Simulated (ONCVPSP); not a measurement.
**Pseudopotential generation for S: ONCV, PBEsol**

Task: generate the file, and judge it by its errors in other configurations, its logarithmic derivatives, its ghosts and its cutoff.

Program: ONCVPSP 4.0.1. Reference atom: PBEsol, non-relativistic, spherical and spin-unpolarised. All values are calculated.

### Step 1. Starting point

Typed settings, in words:

| Item | Value |
| --- | --- |
| element | sulfur (S, Z = 16) |
| type | optimised norm-conserving Vanderbilt (ONCV) |
| frozen core | [Ne] |
| valence charge | 6 |
| reference configuration | 3s2 3p4 |
| partial waves | 3s: rc 1.55 bohr, ncon 4, nbas 8, qcut 4 1/bohr, 2 projectors, debl 1.9 Ha; 3p: rc 1.15 bohr, ncon 4, nbas 9, qcut 7.7 1/bohr, 2 projectors, debl 1.9 Ha |
| local potential | polynomial inside 1.00 bohr (lpopt 4, dvloc0 6 Ha) |
| core correction | Teter function, fcfact 2, rcfact 1.7 |

The nodes and maxima of the atom's own shells, from an earlier all-electron run, set the scale for the radii.

All-electron outer shells of the reference configuration (PBEsol, non-relativistic, ld1.x):

| shell | level (eV) | outermost node (bohr) | outermost maximum (bohr) |
| --- | --- | --- | --- |
| 2s | -209.97 | 0.13 | 0.39 |
| 2p | -156.30 | – | 0.33 |
| 3s | -17.08 | 0.60 | 1.42 |
| 3p | -6.99 | 0.58 | 1.61 |

### Step 2. The generation run

The input, S.dat:

```
# ATOM AND REFERENCE CONFIGURATION
# atsym  z   nc   nv     iexc    psfile
  S 16.00    3    2  -116133      upf
#
#   n    l    f
    1    0    2.00
    2    0    2.00
    2    1    6.00
    3    0    2.00
    3    1    4.00
#
# PSEUDOPOTENTIAL AND OPTIMIZATION
# lmax
    1
#
#   l,   rc,      ep,       ncon, nbas, qcut
    0    1.55    0.00    4    8    4.00
    1    1.15    0.00    4    9    7.70
#
# LOCAL POTENTIAL
# lloc, lpopt,  rc(5),   dvloc0
    4    4    1.00    6.00
#
# VANDERBILT-KLEINMAN-BYLANDER PROJECTORs
# l, nproj, debl
    0    2    1.90
    1    2    1.90
#
# MODEL CORE CHARGE
# icmod, fcfact, rcfact
    3    2.00    1.70
#
# LOG DERIVATIVE ANALYSIS
# epsh1, epsh2, depsh
   -2.00    5.00    0.02
#
# OUTPUT GRID
# rlmax, drl
    6.00    0.01
#
# TEST CONFIGURATIONS
# ncnf
    4
# nvcnf
#   n    l    f
    2
    3    0    2.00
    3    1    3.00
#
    2
    3    0    2.00
    3    1    2.00
#
    2
    3    0    2.00
    3    1    1.00
#
    2
    3    0    0.00
    3    1    6.00
#
```

The run is started by

```sh
oncvpspnr.x < S.dat > S.out
```

What does the calculation give? Wanted: cutoffs for 1 and 0.1 mHa per electron, occupied waves; bound ghosts; GHOST(+) flags; largest test error; largest phase difference near zero energy, channels read; rms error of d²Exc/dn², without and with the model core.

The runs gave:

| quantity | value |
| --- | --- |
| cutoffs for 1 and 0.1 mHa per electron, occupied waves | 35 Ha and 180 Ha |
| bound ghosts | p at -81.08 eV |
| GHOST(+) flags | none at low energy |
| largest test error (AE − PS) | -21 meV, for 3s0 3p6 |
| largest phase difference near zero energy, channels read | 0.000 rad |
| rms error of d²Exc/dn², without and with the model core | 1.82 and 1.56 mHa |

It has a bound ghost (p), a state that the atom doesn't have, and that rules the file out. The worst unpolarised test, 3s0 3p6, is off by 21 meV on 20.4 eV; by total energies transferability rates as good. Atomic tests can pass in spite of a ghost, since they solve only for the levels asked. By its cutoff, 35 Ha for the looser tolerance, it is hard. The tighter tolerance needs 180 Ha, and converged work needs a cutoff nearer that. At the looser tolerance the 3s wave is the slowest; 3p needs 27 Ha. Near zero energy the phases of the channels with partial waves agree within 0.001 rad. These are tests on the free atom; a crystal test is still owed.
